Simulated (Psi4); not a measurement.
# GaNH4 (SMILES [NH2][GaH2]) at MP3/aug-cc-pVDZ

Aim: the energy change on altering one bond length of GaNH4 at MP3/aug-cc-pVDZ, from 2 runs. Input form: a Python script.

Program for the calculation: Psi4 1.11.

1 further run of the same task is left out (set aside as unsound or not needed).

## (1) The structure to begin with

GaNH4 has 6 atoms, charge 0, and is taken as a singlet. As SMILES, `[NH2][GaH2]`. The shape comes from GFN2-xTB, which is rough for such elements, and wasn't checked as a minimum.

Bond lengths: N1–Ga2 1.802 Å, N1–H3 1.013 Å, N1–H4 1.014 Å, Ga2–H5 1.547 Å, Ga2–H6 1.547 Å. Angles: N1–Ga2–H5 119.1°, N1–Ga2–H6 119.1°, Ga2–N1–H3 125.9°, Ga2–N1–H4 125.7°, H5–Ga2–H6 121.8°, H3–N1–H4 108.5°.

## (2) The energy at MP3/aug-cc-pVDZ

File gah4n.xyz:

```xyz
6
GaH4N
N     -0.010890    -0.953070     0.044760
Ga     0.008780     0.846340    -0.041070
H      0.261590    -1.585910    -0.698360
H     -0.294460    -1.503880     0.847580
H      0.468650     1.533200    -1.349240
H     -0.433670     1.663320     1.196330
```

File run.py:

```python
import psi4

psi4.set_memory('1600 MB')
psi4.set_num_threads(1)
psi4.set_output_file('psi4.out', False)

with open('gah4n.xyz') as f:
    atoms = ''.join(f.readlines()[2:])
molecule = psi4.geometry('0 1\n' + atoms + 'symmetry c1')

psi4.set_options({
    'basis': 'aug-cc-pVDZ',
    'reference': 'rhf',
    'puream': True,
    'e_convergence': 1e-09,
    'd_convergence': 1e-08,
    'scf_type': 'pk',
    'num_frozen_docc': 10,
    'mp_type': 'conv',
})

E, wfn = psi4.energy("mp3", return_wfn=True)
print(f'mp3 energy: {E:.10f} Eh')
for k, v in sorted(psi4.core.scalar_variables().items()):
    print(f'{k:45s} {v:18.10f}')
```

The run is started by

```sh
python run.py
```

psi4.out, cut to the lines that bear on the results:

```text
[...]
  Running in c1 symmetry.
[...]
  Nuclear repulsion =  108.900074512436206
[...]
  Multiplicity = 1
[...]
  Nalpha       = 21
  Nbeta        = 21
[...]
    Number of basis functions: 95
[...]
   @RHF iter   1: -1979.24603980822644   -4.03240e+00   1.23863e-02 DIIS/ADIIS
[...]
   @RHF iter  11: -1980.00579597865044   -9.09495e-12   2.69093e-09 DIIS
[...]
    Orbital Energies [Eh]
    ---------------------
    Doubly Occupied:
       1A   -378.859523     2A    -48.206127     3A    -42.536541
       4A    -42.533605     5A    -42.533225     6A    -15.541859
       7A     -6.409764     8A     -4.505015     9A     -4.499525
      10A     -4.499153    11A     -1.218634    12A     -1.206118
      13A     -1.206040    14A     -1.203909    15A     -1.202207
      16A     -1.094416    17A     -0.632243    18A     -0.620985
      19A     -0.486680    20A     -0.422542    21A     -0.395011
[...]
  @RHF Final Energy: -1980.00579597865044
   => Energetics <=
    Nuclear Repulsion Energy =            108.9000745124362055
    One-Electron Energy =               -2978.1854996459819631
    Two-Electron Energy =                 889.2796291548952468
    Total Energy =                      -1980.0057959786504398
[...]
 Multipole Moments:
 ------------------------------------------------------------------------------------
     Multipole            Electronic (a.u.)      Nuclear  (a.u.)        Total (a.u.)
 ------------------------------------------------------------------------------------
 L = 1.  Multiply by 2.5417464519 to convert [e a0] to [Debye]
 Dipole X            :          0.0377943           -0.0408172           -0.0030229
 Dipole Y            :          3.6543528           -3.9850363           -0.3306835
 Dipole Z            :         -0.1777486            0.1941583            0.0164097
 Magnitude           :                                                    0.3311042
[...]
	SCS-MP2 Total Energy (a.u.)        : -1980.29563410491392
	SOS-MP2 Total Energy (a.u.)        : -1980.29582107965939
[...]
	SOS-PI-MP2 Total Energy (a.u.)     : -1980.31813070281396
[...]
	MP2 Total Energy (a.u.)            : -1980.29526015542251
[...]
	SCS-MP3 Total Energy (a.u.)        : -1980.30039932877980
[...]
	MP3 Total Energy (a.u.)            : -1980.31432105088606
[...]
```

Wall time 17 s (1 thread of Intel Xeon Platinum 8375C at 2.90GHz (Ice Lake), shared host); peak memory 0.68 GiB.

## (3) The distorted shape

File job.py:

```python
import psi4

psi4.set_memory('1600 MB')
psi4.set_num_threads(1)
psi4.core.set_output_file('output.dat', False)

geom = psi4.geometry("""
0 1
N     -0.45511786    -2.45006583     1.32069368
Ga    -0.41794695     0.95032626     1.15849849
H      0.05979471    -3.64596011    -0.08359959
H     -0.99098750    -3.49094587     2.83780361
H      0.88562015     2.89732809    -2.54969408
H     -1.25405627     2.49419471     3.49684560
units bohr
symmetry c1
no_reorient
no_com
""")

psi4.set_options({
    'basis': 'aug-cc-pVDZ',
    'puream': True,
    'e_convergence': 1e-09,
    'd_convergence': 1e-08,
    'scf_type': 'pk',
    'num_frozen_docc': 10,
    'mp_type': 'conv',
})

result, w = psi4.energy("mp3", return_wfn=True)
print(f'total energy {result:.8f} hartree = {result * 27.211386:.5f} eV')
for k, v in sorted(psi4.core.scalar_variables().items()):
    print(f'{k:45s} {v:18.10f}')
```

The run is started by

```sh
python job.py
```

output.dat, cut to the lines that bear on the results:

```text
[...]
  Running in c1 symmetry.
[...]
  Nuclear repulsion =  105.038527479313800
[...]
  Multiplicity = 1
[...]
  Nalpha       = 21
  Nbeta        = 21
[...]
    Number of basis functions: 95
[...]
   @RHF iter   1: -1979.03967831230852   -4.12482e+00   1.22758e-02 ADIIS/DIIS
[...]
   @RHF iter  11: -1979.93915018689859   -2.02363e-11   4.50371e-09 DIIS
[...]
    Orbital Energies [Eh]
    ---------------------
    Doubly Occupied:
       1A   -378.905156     2A    -48.248911     3A    -42.579380
       4A    -42.577337     5A    -42.576058     6A    -15.560222
       7A     -6.450279     8A     -4.545320     9A     -4.540082
      10A     -4.539741    11A     -1.256435    12A     -1.245957
      13A     -1.245941    14A     -1.244136    15A     -1.240635
      16A     -1.113333    17A     -0.648638    18A     -0.624483
      19A     -0.490346    20A     -0.412637    21A     -0.352742
[...]
  @RHF Final Energy: -1979.93915018689859
   => Energetics <=
    Nuclear Repulsion Energy =            105.0385274793137995
    One-Electron Energy =               -2969.1598227632784983
    Two-Electron Energy =                 884.1821450970660408
    Total Energy =                      -1979.9391501868985870
[...]
 Multipole Moments:
 ------------------------------------------------------------------------------------
     Multipole            Electronic (a.u.)      Nuclear  (a.u.)        Total (a.u.)
 ------------------------------------------------------------------------------------
 L = 1.  Multiply by 2.5417464519 to convert [e a0] to [Debye]
 Dipole X            :         17.2018816          -17.4418094           -0.2399278
 Dipole Y            :        -11.2558316           10.5642701           -0.6915616
 Dipole Z            :        -48.1690453           48.8596645            0.6906192
 Magnitude           :                                                    1.0063685
[...]
	SCS-MP2 Total Energy (a.u.)        : -1980.23137513550819
	SOS-MP2 Total Energy (a.u.)        : -1980.23230362005006
[...]
	SOS-PI-MP2 Total Energy (a.u.)     : -1980.25485388413858
[...]
	MP2 Total Energy (a.u.)            : -1980.22951816642444
[...]
	SCS-MP3 Total Energy (a.u.)        : -1980.23673520434045
[...]
	MP3 Total Energy (a.u.)            : -1980.25095844175348
[...]
```

Run time: 17 s. Hardware: 1 thread of Intel Xeon Platinum 8375C at 2.90GHz (Ice Lake), shared host; peak memory 0.68 GiB.

## (4) Summary of results

At MP3/aug-cc-pVDZ, 10 core orbitals frozen:

```
                                                          quantity           value
                                         first shape: total energy  -1980.31432 Eh
                  first shape: HOMO energy (Hartree–Fock orbitals)       -10.75 eV
                  first shape: LUMO energy (Hartree–Fock orbitals)         0.83 eV
                first shape: HOMO–LUMO gap (Hartree–Fock orbitals)        11.58 eV
         first shape: correlation energy (10 core orbitals frozen)      -308.5 mEh
                                     distorted shape: total energy  -1980.25096 Eh
              distorted shape: HOMO energy (Hartree–Fock orbitals)        -9.60 eV
              distorted shape: LUMO energy (Hartree–Fock orbitals)         0.75 eV
            distorted shape: HOMO–LUMO gap (Hartree–Fock orbitals)        10.35 eV
     distorted shape: correlation energy (10 core orbitals frozen)      -311.8 mEh
energy change with the Ga2–H5 bond stretched from 1.547 to 2.321 Å        1.724 eV
```

What this shows: With the Ga2–H5 bond stretched from 1.547 to 2.321 Å the energy rises by 1.72 eV (40 kcal/mol). The first shape isn't relaxed at this level, so the change isn't measured from a minimum.
